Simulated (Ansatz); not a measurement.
# C2H7ClFNOSi: one species, many methods

How much do the methods differ for C2H7ClFNOSi? The plan is to run it at one geometry with functionals of several rungs and with coupled cluster. The yardstick is the atomisation energy at the CCSD(T) limit.

Method: functionals in def2-TZVPP, the program's frozen cores in correlated methods; program: Ansatz 0.2.0, Gaussian basis.

Levels to be run: PBE-D4, r2SCAN-D4, PBE0-D4, B3LYP-D4, ωB97X-V, ωB97M-V, B2PLYP; CCSD(T)/def2-TZVPP; MP2/def2-QZVPP; extrapolation to the limit.

## 1. The relaxed structure

The geometry comes from an earlier relaxation with PBE0-D4 in a triple-zeta def2 set; it is a stationary point, not always the lowest conformer.

SMILES `CN[Si](F)(Cl)OC`, 14 atoms, charge 0, spin multiplicity 1.

Atoms are counted from 1 here; the program's logs count them from 0.

Bond lengths: C1–N2 1.452 Å, C1–H8 1.093 Å, C1–H9 1.091 Å, C1–H10 1.096 Å, N2–Si3 1.687 Å, N2–H11 1.008 Å, Si3–F4 1.589 Å, Si3–Cl5 2.038 Å, Si3–O6 1.615 Å, O6–C7 1.416 Å, C7–H12 1.094 Å, C7–H13 1.091 Å, C7–H14 1.093 Å. Angles: N2–C1–H8 110.6°, N2–C1–H9 109.5°, N2–C1–H10 112.9°, H8–C1–H9 107.4°, H8–C1–H10 108.4°, H9–C1–H10 107.9°, C1–N2–Si3 124.8°, C1–N2–H11 113.5°, Si3–N2–H11 116.5°, N2–Si3–F4 106.5°, N2–Si3–Cl5 115.7°, N2–Si3–O6 111.1°, F4–Si3–Cl5 105.8°, F4–Si3–O6 112.3°, Cl5–Si3–O6 105.4°, Si3–O6–C7 124.8°, O6–C7–H12 111.6°, O6–C7–H13 107.9° and more.

## 2. PBE-D4 (GGA)

in.yaml reads:

```yaml
crystal:
  periodic: [false, false, false]
  atoms:
    - {symbol: C, position_ang: [-1.488657, 1.015574, -1.418556]}
    - {symbol: N, position_ang: [-0.931403, 0.134204, -0.408340]}
    - {symbol: Si, position_ang: [0.180635, 0.603310, 0.771023]}
    - {symbol: F, position_ang: [1.231966, 1.550850, 0.048587]}
    - {symbol: Cl, position_ang: [-0.578523, 1.694216, 2.316378]}
    - {symbol: O, position_ang: [0.881246, -0.680711, 1.454594]}
    - {symbol: C, position_ang: [1.627672, -1.660552, 0.756983]}
    - {symbol: H, position_ang: [-1.706075, 0.460833, -2.334728]}
    - {symbol: H, position_ang: [-0.759455, 1.786616, -1.670142]}
    - {symbol: H, position_ang: [-2.406996, 1.514938, -1.090175]}
    - {symbol: H, position_ang: [-1.530441, -0.643574, -0.177786]}
    - {symbol: H, position_ang: [1.162539, -1.914492, -0.200350]}
    - {symbol: H, position_ang: [1.672134, -2.555080, 1.379235]}
    - {symbol: H, position_ang: [2.645368, -1.306132, 0.573275]}
basis:
  gaussian: {orbitals: def2-TZVPP}
hamiltonian: {xc: pbe, dispersion: d4}
output: {forces: true, orbitals: {seedname: orbitals}}
```

Command:

```sh
ansatz run in.yaml --threads 2 --pin off --events-out ev --progress --plain --max-ram 32768MiB --backend cuda --devices 0, --max-vram 18GiB
```

After this run come: r2SCAN-D4 (meta-GGA); PBE0-D4 (hybrid); B3LYP-D4 (hybrid); ωB97X-V (range-separated); ωB97M-V (range-separated); B2PLYP (double hybrid); CCSD(T) in def2-TZVPP; MP2 in def2-QZVPP.

**Question.** What will the summary of the whole plan be? Wanted: atomisation energy, CCSD(T)/CBS; farthest; mean size of error, hybrid; mean size of error, range-separated; gap, smallest and largest; T1 diagnostic; triples share of the correlation energy.

**Answer**, as computed:

```
                               quantity                                           value
        atomisation energy, CCSD(T)/CBS                                 1314.5 kcal/mol
functionals within 6.6 kcal/mol (0.5 %)  r2SCAN-D4, PBE0-D4, B3LYP-D4, ωB97X-V, ωB97M-V
                               farthest                         PBE-D4 (+19.6 kcal/mol)
             mean size of error, hybrid                                    4.9 kcal/mol
    mean size of error, range-separated                                    2.5 kcal/mol
              gap, smallest and largest            5.91 eV (PBE-D4), 12.54 eV (ωB97X-V)
                          T1 diagnostic                                          0.0104
triples share of the correlation energy                                           3.6 %
```

In words: PBE-D4 is off by +19.6 kcal/mol. Double hybrids carry the basis error of their MP2 part in triple zeta, and no dispersion term here, so their miss is partly the set-up's. Misses under about 6.6 kcal/mol are within the doubt on the reference itself, which lacks core-valence correlation, relativity and higher excitations. Hartree-Fock recovers 72 % of the binding; the rest is correlation. Orbital gaps span 5.9 to 12.5 eV; exact exchange widens them.
